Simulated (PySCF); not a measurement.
# A diatomic session: BSe+

One job finds the state of BSe+, follows it along the bond with each method and fits the curves.

Program: PySCF 2.14.0. Level of theory: B jorge-DZP-DKH, Se jorge-DZP-DKH, spin-free X2C with a Gaussian nucleus. These are calculated values, not measurements.

## 1. Set-up

The job is set up so:

| Quantity | Value |
| --- | --- |
| atoms | B, Se |
| charge | 1 |
| basis | B jorge-DZP-DKH, Se jorge-DZP-DKH |
| Hamiltonian | spin-free X2C with a Gaussian nucleus |
| basis functions | 58 |
| electrons treated | 38 |
| masses in u | 11.0093, 79.9165 |
| levels | PBE0, PBE, r²SCAN, r²SCANh, M06-L, TPSS, HF, MP2, SCS-MP2, CCSD, CCSD(T) |
| grid | 80 radial by 434 angular points |
| occupations | held fixed by the projection of orbital angular momentum |
| dissociation limit | B+ + Se, each in its ground configuration |
| starting distance in angstrom | 2.030 |
| values of 2S to try | 0, 2 |

The run is started by

```console
$ OMP_NUM_THREADS=1 python dia.py task.json out
```

Further steps of the session: PBE0 along the bond; Excited determinants; PBE (GGA); r²SCAN (meta-GGA); r²SCANh (hybrid meta-GGA); M06-L (meta-GGA); TPSS (meta-GGA); UHF (mean field); Correlated methods on the Hartree–Fock reference.

What does the calculation give? Wanted: for each run, Re; ωe; De; μ.

**Answer**, as computed:

Lowest PBE0 solution found, without spin–orbit coupling: ³Π (triplet), unpaired electrons σ ↑, π ↑. State 2 has its PBE0 minimum 0.12 eV higher, as a spin-mixed determinant (⟨S²⟩ = 1.02), so this is no gap between pure states. State 3 has its PBE0 minimum 0.46 eV higher. State 4 has its PBE0 minimum 1.19 eV higher. The other levels ran on the lowest alone.

```csv
level,Re (Å),ωe (cm⁻¹),De (eV),μ (D)
UHF,1.829,800,1.82,-4.01
UHF-MP2,1.805,889,2.79,n/a
UHF-SCS-MP2,1.816,858,2.52,n/a
UHF-CCSD,1.823,819,2.41,n/a
UHF-CCSD(T),1.830,812,2.59,n/a
PBE,1.848,786,3.55,-2.84
TPSS,1.847,782,3.36,-2.96
r²SCAN,1.833,814,3.48,-3.13
M06-L,1.832,811,3.44,-2.86
r²SCANh,1.829,820,3.35,-3.20
PBE0,1.830,816,3.19,-3.11
```

De is counted to B+ + Se in their ground configurations. A positive dipole points from B to Se; in an ion it is taken about the centre of mass and does not tell which atom is negative.

Differences from CCSD(T) in the same basis:

```csv
level,Re (mÅ),ωe (%)
UHF,-1,-1.5
UHF-MP2,-25,+9.5
UHF-SCS-MP2,-14,+5.7
UHF-CCSD,-6,+0.8
PBE,+18,-3.2
TPSS,+17,-3.7
r²SCAN,+3,+0.3
M06-L,+2,-0.1
r²SCANh,-1,+1.0
PBE0,0,+0.5
```

In words: Against CCSD(T) in the same basis, the bond length is nearest at PBE0 (0 mÅ) and farthest at UHF-MP2 (-25 mÅ); the wavenumber is nearest at M06-L (-0.1 %) and farthest at UHF-MP2 (+9.5 %). PBE gives a bond that is too long and too soft, as GGAs tend to. CCSD(T) in a basis this small is itself some way from its limit, more so than the functionals. Of the levels with a De here, UHF gives the least (1.82 eV) and PBE the most (3.55 eV).

Correlated steps freeze 10 core orbitals.
